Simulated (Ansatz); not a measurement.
**One shape, several levels: CH2Se (methaneselone)**

Aim: a comparison of 5 runs (B3LYP/6-31G*, BHLYP/def2-TZVPP, PBE-QIDH/def2-TZVPP, PBE/def2-TZVPP, SVWN5/def2-TZVPP) of CH2Se (methaneselone). 

The results are computed with Ansatz 0.2.0.

47 further runs of the same task are left out: 47 set aside as unsound or not needed.

## Step 1: The system as given

CH2Se has 4 atoms, charge 0, and is taken as a singlet. SMILES: `C=[Se]`. One bond was lengthened or shortened from a relaxed shape.

Bond lengths: C1–Se2 1.741 Å, C1–H3 1.250 Å, C1–H4 1.087 Å. Angles: Se2–C1–H3 121.8°, Se2–C1–H4 121.8°, H3–C1–H4 116.4°.

## Step 2: A single-point energy at B3LYP/6-31G(d) (spherical functions) (run 1)

File job.yaml:

```yaml
crystal:
  periodic: [false, false, false]
  atoms:
    - {symbol: C, position_ang: [-0.060894, 0.120477, -0.070371]}
    - {symbol: Se, position_ang: [1.452656, 0.441287, 0.726989]}
    - {symbol: H, position_ang: [-0.586530, -1.013730, -0.053570]}
    - {symbol: H, position_ang: [-0.599594, 0.895687, -0.609601]}
basis:
  gaussian: {orbitals: 6-31G_st_-spherical.json}
output: {orbitals: {seedname: orbitals}}
accuracy: high
hamiltonian: {xc: {name: B3LYP}}
```

The basis set 6-31G* is read from a file made from the Basis Set Exchange's data (not shown).

The run is started by

```bash
$ ansatz run job.yaml --threads 1 --pin off --max-ram 3480MiB --events-out events.jsonl --progress --plain --runs-dir runs
```

Log:

```text
Warning: RAYON_NUM_THREADS=1 ignored (pool sized by the plan → 1); use --threads N
Functional definition: B3LYP
  name "B3LYP"
  parameter a0 = 0.2
  parameter ax = 0.72
  parameter ac = 0.81
  exchange = (1 - a0 - ax)*slater_x + ax*b88_x + a0*exact_x
  correlation = (1 - ac)*vwn_rpa_c + ac*lyp_c
971 factors; integrals over basis functions are off by at most 4.2e-9 eV
mean field evaluation 1: about -66408.4191 eV, gradient 2.9e1 eV
mean field evaluation 2: about -66402.6601 eV, gradient 5.0e1 eV
mean field evaluation 4: about -66410.4664 eV, gradient 2.0e0 eV
mean field evaluation 8: about -66410.5403 eV, gradient 1.1e-1 eV
mean field evaluation 16: about -66410.5403 eV, gradient 1.9e-6 eV
mean field -66410.54033887 eV, -2440.5423427724 hartree, gradient 7.1e-8 eV, S^2 0.000000; 0 other end points of the search recorded, 0 dependent functions left out
reference -66410.54036573 eV, -2440.5423437594 hartree; 21, 21 occupied and 29, 29 virtual orbitals, 971 factors
Total energy: -66410.54036573 eV, -2440.5423437594 hartree
```

It took 2.2 s on 1 thread of Arm Neoverse V2, shared host; peak memory 0.13 GiB.

## Step 3: A single-point energy at BHLYP/def2-TZVPP (run 2)

File input.yaml:

```yaml
crystal:
  periodic: [false, false, false]
  atoms:
    - symbol: C
      position_ang: [-0.060894, 0.120477, -0.070371]
    - symbol: Se
      position_ang: [1.452656, 0.441287, 0.726989]
    - symbol: H
      position_ang: [-0.586530, -1.013730, -0.053570]
    - symbol: H
      position_ang: [-0.599594, 0.895687, -0.609601]
basis:
  gaussian:
    orbitals: def2-TZVPP
output: {orbitals: {seedname: orbitals}}
accuracy: high
magnetization:
  spin_polarized: false
  initial_magnetization: 0
hamiltonian:
  xc: {name: BHLYP}
```

The run is started by

```bash
$ ansatz run input.yaml --threads 1 --pin off --max-ram 3480MiB --events-out events.jsonl --progress --plain --runs-dir runs
```

Log:

```text
Warning: RAYON_NUM_THREADS=1 ignored (pool sized by the plan → 1); use --threads N
Functional definition: BHLYP
  name "BHLYP"
  parameter a = 0.5
  exchange = (1 - a)*b88_x + a*exact_x
  correlation = lyp_c
1657 factors; integrals over basis functions are off by at most 4.3e-9 eV
mean field evaluation 1: about -66415.1628 eV, gradient 2.7e1 eV
mean field evaluation 2: about -66413.4623 eV, gradient 3.6e1 eV
mean field evaluation 4: about -66416.9054 eV, gradient 1.4e0 eV
mean field evaluation 8: about -66416.9617 eV, gradient 6.0e-2 eV
mean field evaluation 16: about -66416.9617 eV, gradient 3.5e-5 eV
mean field -66416.96169196 eV, -2440.7783231461 hartree, gradient 3.3e-8 eV, S^2 0.000000; 0 other end points of the search recorded, 0 dependent functions left out
reference -66416.96171238 eV, -2440.7783238965 hartree; 21, 21 occupied and 86, 86 virtual orbitals, 1657 factors
Total energy: -66416.96171238 eV, -2440.7783238965 hartree
```

Run time: 5.7 s. Hardware: 1 thread of Arm Neoverse V2, shared host; peak memory 0.28 GiB.

Run 3 isn't shown in full; the table further down has it.

## Step 4: The energy at PBE/def2-TZVPP (run 4)

File run.yaml:

```yaml
crystal:
  periodic: [false, false, false]
  atoms:
    - symbol: C
      position_ang: [-0.060894, 0.120477, -0.070371]
    - symbol: Se
      position_ang: [1.452656, 0.441287, 0.726989]
    - symbol: H
      position_ang: [-0.586530, -1.013730, -0.053570]
    - symbol: H
      position_ang: [-0.599594, 0.895687, -0.609601]
basis:
  gaussian:
    orbitals: def2-TZVPP
total_charge: 0
hamiltonian:
  xc: {name: PBE}
accuracy: high
output:
  orbitals: {seedname: orbitals}
```

The run is started by

```bash
$ ansatz run run.yaml --threads 1 --pin off --max-ram 3480MiB --events-out events.jsonl --progress --plain --runs-dir runs
```

Log:

```text
Warning: RAYON_NUM_THREADS=1 ignored (pool sized by the plan → 1); use --threads N
Functional definition: PBE
  name "PBE"
  parameter kappa = 0.804
  parameter beta = 0.06672455060314922
  exchange = pbe_x(kappa = kappa, mu = beta*pi^2/3)
  correlation = pbe_c(beta = beta)
1657 factors; integrals over basis functions are off by at most 4.3e-9 eV
mean field evaluation 1: about -66397.1597 eV, gradient 6.3e1 eV
mean field evaluation 2: about -66365.2865 eV, gradient 1.1e2 eV
mean field evaluation 4: about -66406.8002 eV, gradient 6.7e0 eV
mean field evaluation 8: about -66406.9189 eV, gradient 4.3e-1 eV
mean field evaluation 16: about -66406.9194 eV, gradient 2.9e-5 eV
mean field -66406.91944627 eV, -2440.4092774236 hartree, gradient 1.5e-8 eV, S^2 0.000000; 0 other end points of the search recorded, 0 dependent functions left out
reference -66406.91944880 eV, -2440.4092775168 hartree; 21, 21 occupied and 86, 86 virtual orbitals, 1657 factors
Total energy: -66406.91944880 eV, -2440.4092775168 hartree
```

Wall time 3.9 s (1 thread of Arm Neoverse V2, shared host); peak memory 0.21 GiB.

## Step 5: A single-point energy at SVWN5/def2-TZVPP (run 5)

File run.yaml:

```yaml
crystal:
  periodic: [false, false, false]
  atoms:
    - {symbol: C, position_ang: [-0.060894, 0.120477, -0.070371]}
    - {symbol: Se, position_ang: [1.452656, 0.441287, 0.726989]}
    - {symbol: H, position_ang: [-0.586530, -1.013730, -0.053570]}
    - {symbol: H, position_ang: [-0.599594, 0.895687, -0.609601]}
basis:
  gaussian: {orbitals: def2-TZVPP}
hamiltonian: {xc: {name: SVWN5}}
accuracy: high
output: {orbitals: {seedname: orbitals}}
```

The run is started by

```bash
$ ansatz run run.yaml --threads 1 --pin off --max-ram 3480MiB --events-out events.jsonl --progress --plain --runs-dir runs
```

Log:

```text
Warning: RAYON_NUM_THREADS=1 ignored (pool sized by the plan → 1); use --threads N
Functional definition: SVWN5
  name "SVWN5"
  exchange = slater_x
  correlation = vwn5_c
1657 factors; integrals over basis functions are off by at most 4.3e-9 eV
mean field evaluation 1: about -66305.3078 eV, gradient 6.5e1 eV
mean field evaluation 2: about -66272.6461 eV, gradient 1.1e2 eV
mean field evaluation 4: about -66315.0210 eV, gradient 8.3e0 eV
mean field evaluation 8: about -66315.2306 eV, gradient 5.5e-1 eV
mean field evaluation 16: about -66315.2315 eV, gradient 4.0e-5 eV
mean field -66315.23152655 eV, -2437.0398085224 hartree, gradient 3.3e-8 eV, S^2 0.000000; 0 other end points of the search recorded, 0 dependent functions left out
reference -66315.23152899 eV, -2437.0398086120 hartree; 21, 21 occupied and 86, 86 virtual orbitals, 1657 factors
Total energy: -66315.23152899 eV, -2437.0398086120 hartree
```

It took 2.7 s on 1 thread of Arm Neoverse V2, shared host; peak memory 0.21 GiB.

## Step 6: The series

```csv
run,level,frozen core orbitals,energy (Eh),HOMO energy (eV),LUMO energy (eV),HOMO–LUMO gap (eV),wall time
1,B3LYP/6-31G* (spherical functions),–,-2440.542344,-6.07,-2.74,3.33,2.2 s
2,BHLYP/def2-TZVPP,–,-2440.778324,-7.43,-1.74,5.70,5.7 s
3,PBE-QIDH/def2-TZVPP,10,-2440.159442,-8.19,-0.88,7.31,7.5 s
4,PBE/def2-TZVPP,–,-2440.409278,-5.29,-3.68,1.61,3.9 s
5,SVWN5/def2-TZVPP,–,-2437.039809,-5.41,-3.89,1.52,2.7 s
```

## Step 7: Outcome

| quantity | value |
| --- | --- |
| run 5: total energy | -2437.03981 Eh |
| run 5: HOMO energy | -5.41 eV |
| run 5: LUMO energy | -3.89 eV |
| run 5: HOMO–LUMO gap | 1.52 eV |

The HOMO–LUMO gap runs from 1.52 eV (SVWN5/def2-TZVPP) to 7.31 eV (PBE-QIDH/def2-TZVPP). A double hybrid's value is that of its SCF part. Totals of different functionals can't be ranked against each other. In run 3 the log says that unrestricted orbitals would lower the reference, so the values rest on an unstable closed-shell determinant (other closed-shell runs at this shape may share the fault). All runs together took 22 s, the longest 7.5 s.
